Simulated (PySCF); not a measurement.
# C₇H₅F₂+: magnetic properties

Computed with PySCF 2.14.0 and routines of our own; the level stands in each step. Atoms count from 0.

## 1. The starting structure

14 atoms, charge 1, multiplicity 1; geometry from: GFN2-xTB.

## 2. Magnetic properties: GIAO BHandHLYP/pcSseg-1

Job settings and geometry (Å):

```
{"job": {"kind": "mag", "xc": "BHandHLYP", "basis": "pcSseg-1", "isotopologues": 0}, "charge": 1, "multiplicity": 1}
C      2.449061     0.655384    -0.897157
C      1.541073     0.334250    -0.185083
C      0.500489    -0.110464     0.747925
F      1.014947    -0.480306     1.936997
C     -0.465299     1.009866     0.802091
C     -1.506805     0.802533    -0.087878
C     -1.417116    -0.469497    -0.624954
C     -0.356343    -1.247321     0.032542
F      0.312783    -2.083413    -0.773265
H      3.270069     0.916544    -1.506316
H     -0.329092     1.855252     1.462334
H     -2.267255     1.527436    -0.331523
H     -1.979869    -0.857110    -1.463157
H     -0.767322    -1.853627     0.865277
```

Level: GIAO BHandHLYP/pcSseg-1 magnetisability, rotational g tensor and spin-rotation constants, non-relativistic, gas phase.

Run with:

```console
$ OMP_NUM_THREADS=1 python excited_run.py task.json out
```

One launch serves the whole session: the jobs run in the order shown.

Q: Estimate the wall time and peak memory of this first job on 1 thread of Arm Neoverse N1, shared host.

About 49 s, with a peak of 0.79 GiB.
